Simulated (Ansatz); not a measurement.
This script for Ansatz 0.2.0 through its Python package starts 2 runs on Ni₂H, space group R-3m. What input does the engine get in each?

`orders.py`:
```python
# -*- coding: utf-8 -*-
'''Ferro, antiferro and non-magnetic states of Ni2H.'''

import warnings

import ansatz as az
import numpy as np
from tabulate import tabulate


def count_gap(report):
    # lowest empty less highest filled band, counting bands; zero where they overlap
    return max(report.get('gap_by_band_count_ev') or 0.0, 0.0)

CELL = [
    [1.26424, 0.72991, 4.14203],
    [-1.26424, 0.72991, 4.14203],
    [0.0, -1.45982, 4.14203],
]
ATOMS = [
    ('Ni', [0.74727, 0.74727, 0.74727]),
    ('Ni', [0.25273, 0.25273, 0.25273]),
    ('H', [0.5, 0.5, 0.5]),
]


def with_moments(moments):
    crystal = az.Crystal(lattice=az.Lattice.of(CELL))
    for (symbol, position), moment in zip(ATOMS, moments):
        crystal = crystal.atom(symbol, position, moment=moment or None)
    return crystal


def main():
    warnings.simplefilter('ignore', az.DeckWarning)

    # starting moments in muB, one an atom
    orders = {
        'FM': [1.2, 1.2, 0],
        'AFM': [1.2, -1.2, 0],
    }

    rows = []
    for label, moments in orders.items():
        base = (
            with_moments(moments).calculation()
            .functional('pbesol')
            .basis(18 * az.Ha)
            .kpoints(13, 13, 13, center='gamma')
            .occupations('fermi_dirac', width=0.05)
            .spin('collinear')
            .band_table()
        )
        data = base.run(threads=1, backend='cpu').report
        rows.append((label, data['free_energy_ev'], data['magnetization_mub'], data['absolute_magnetization_mub'], max(abs(m) for m in data['site_moments_mub']), count_gap(data)))
        print(label, 'site moments:', [round(m, 2) for m in data['site_moments_mub']])

    lowest = min(row[1] for row in rows)
    rows = [(row[0], 1000 * (row[1] - lowest) / 2, *row[2:]) for row in sorted(rows, key=lambda row: row[1])]
    print(tabulate(rows, headers=['order', 'meV/magnetic atom', 'net muB', 'absolute muB', 'largest site muB', 'gap by band count eV'], floatfmt='.4f', tablefmt='plain'))
    print('lowest of these starts:', rows[0][0])


if __name__ == '__main__':
    main()
```

Run 1:
```yaml
crystal:
  lattice:
    - [1.26424, 0.72991, 4.14203]
    - [-1.26424, 0.72991, 4.14203]
    - [0.0, -1.45982, 4.14203]
  atoms:
    - { symbol: Ni, position: [0.74727, 0.74727, 0.74727], spin: 1.2 }
    - { symbol: Ni, position: [0.25273, 0.25273, 0.25273], spin: 1.2 }
    - { symbol: H, position: [0.5, 0.5, 0.5] }
basis:
  ecutwfc: 489.804952427784
kpoints:
  mp_grid:
    grid: [13, 13, 13]
    shift: [0.0, 0.0, 0.0]
hamiltonian:
  xc: pbesol
magnetization:
  spin_polarized: true
scf:
  occupations:
    method: fermi_dirac
    width: 0.05
output:
  eigenvalues: true
```

Run 2, against run 1:
```diff
-    - { symbol: Ni, position: [0.25273, 0.25273, 0.25273], spin: 1.2 }
+    - { symbol: Ni, position: [0.25273, 0.25273, 0.25273], spin: -1.2 }
```

```console
$ python orders.py
FM site moments: [0.17, 0.17, -0.0]
RunWarning: the starting moments were not kept: 1 of 2 ended reversed and 1 kept their direction, counting a site from 0.1 of the cell's largest site moment. The largest reversed, site 0 (counted from 0, in the order of the report's site_moments_mub), started [...]
AFM site moments: [-0.17, -0.17, 0.0]
order      meV/magnetic atom    net muB    absolute muB    largest site muB    gap by band count eV
FM                    0.0000     0.3287          0.3768              0.1693                  0.0000
AFM                   0.0000    -0.3287          0.3768              0.1693                  0.0000
lowest of these starts: FM
```
(Warnings from the package without file and line, shortened.)

The SCF didn't keep the moments it started from (some shrank, vanished or turned); what is printed is the state reached. For a metal this k-point mesh is coarse: on a finer one energies can move by several to tens of meV an atom and pressures by half a GPa or more, differences at one mesh by less. A gap by band count of zero or less means overlapping bands, a metal. This cell is a computed structure, which may not be the phase found in nature. Levels are Kohn-Sham eigenvalues on this mesh. Each row is the state reached from that start at the given structure, not necessarily the lowest of its order; other orders weren't tried. The script silences the warnings on its input, which a real study should read. Run time: 4.3 min on 1 thread of Arm Neoverse V1 (shared host), peak memory 0.68 GiB.
